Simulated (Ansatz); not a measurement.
# H7NO3Si2: basis-set convergence

One table from this session's results is given with a row withheld; the runs are named, their logs left out.

Program: Ansatz 0.2.0, Gaussian basis. Level of theory: one geometry, several basis sets. These are calculated values, not measurements.

The runs, in order: PBE0-D4/def2-SVP; ωB97M-V/def2-SVP; PBE0-D4/def2-QZVPP; ωB97M-V/def2-QZVPP; the functionals' def2-TZVPP values are taken from earlier runs.

### The geometry

An earlier PBE0-D4 in a triple-zeta def2 set relaxation fixed the geometry.

SMILES `O[SiH2]N[SiH](O)O`, 13 atoms, charge 0, spin multiplicity 1.

Atoms are counted from 1 here; the program's logs count them from 0.

Bond lengths: O1–Si2 1.661 Å, O1–H7 0.959 Å, Si2–N3 1.709 Å, Si2–H8 1.487 Å, Si2–H9 1.485 Å, N3–Si4 1.719 Å, N3–H10 1.010 Å, Si4–O5 1.641 Å, Si4–O6 1.633 Å, Si4–H11 1.480 Å, O5–H12 0.958 Å, O6–H13 0.965 Å. Angles: Si2–O1–H7 116.4°, O1–Si2–N3 107.4°, O1–Si2–H8 106.9°, O1–Si2–H9 111.8°, N3–Si2–H8 113.4°, N3–Si2–H9 107.8°, H8–Si2–H9 109.6°, Si2–N3–Si4 127.2°, Si2–N3–H10 116.0°, Si4–N3–H10 115.6°, N3–Si4–O5 104.3°, N3–Si4–O6 107.9°, N3–Si4–H11 115.4°, O5–Si4–O6 116.1°, O5–Si4–H11 108.6°, O6–Si4–H11 104.9°, Si4–O5–H12 117.1°, Si4–O6–H13 114.8°.

The first run:

in.yaml

```yaml
crystal:
  periodic: [false, false, false]
  atoms:
    - {symbol: O, position_ang: [-0.302277, -0.598087, 2.034517]}
    - {symbol: Si, position_ang: [0.498146, -1.413021, 0.829054]}
    - {symbol: N, position_ang: [0.812050, -0.293456, -0.423335]}
    - {symbol: Si, position_ang: [-0.294697, 0.819327, -1.124493]}
    - {symbol: O, position_ang: [0.572904, 2.201875, -1.293573]}
    - {symbol: O, position_ang: [-1.602646, 0.907700, -0.151127]}
    - {symbol: H, position_ang: [-0.840971, -1.130267, 2.623098]}
    - {symbol: H, position_ang: [-0.381344, -2.536819, 0.410384]}
    - {symbol: H, position_ang: [1.802594, -1.947528, 1.297231]}
    - {symbol: H, position_ang: [1.785115, -0.138945, -0.644271]}
    - {symbol: H, position_ang: [-0.830149, 0.433179, -2.448974]}
    - {symbol: H, position_ang: [0.219079, 2.869828, -1.882189]}
    - {symbol: H, position_ang: [-1.417303, 0.791513, 0.788475]}
basis:
  gaussian: {orbitals: def2-SVP}
hamiltonian: {xc: pbe0, dispersion: d4}
output: {orbitals: {seedname: orbitals}}
```

On the command line:

```bash
$ ansatz run in.yaml --threads 2 --pin off --events-out ev --progress --plain --max-ram 32768MiB --backend cpu
```

Among the steps run: PBE0-D4 in def2-SVP; ωB97M-V in def2-SVP; PBE0-D4 in def2-QZVPP; ωB97M-V in def2-QZVPP.

One table of the session follows, with a row left open; its other results are not shown here.

It belongs to the step «Functionals by basis». 

| functional | basis | HOMO (eV) | LUMO (eV) |
| --- | --- | --- | --- |
| PBE0-D4 | def2-SVP | -7.74 | 1.05 |
| PBE0-D4 | def2-TZVPP | -7.94 | 0.37 |
| PBE0-D4 | def2-QZVPP | ? | ? |
| ωB97M-V | def2-SVP | -10.05 | 2.84 |
| ωB97M-V | def2-TZVPP | -10.28 | 1.89 |
| ωB97M-V | def2-QZVPP | -10.32 | 1.32 |

Q: Estimate the row for PBE0-D4, def2-QZVPP from the others.

The run gave: HOMO (eV): -7.99; LUMO (eV): 0.07. In the column «HOMO (eV)» it lies between ωB97M-V, def2-SVP (-10.05) and PBE0-D4, def2-TZVPP (-7.94).
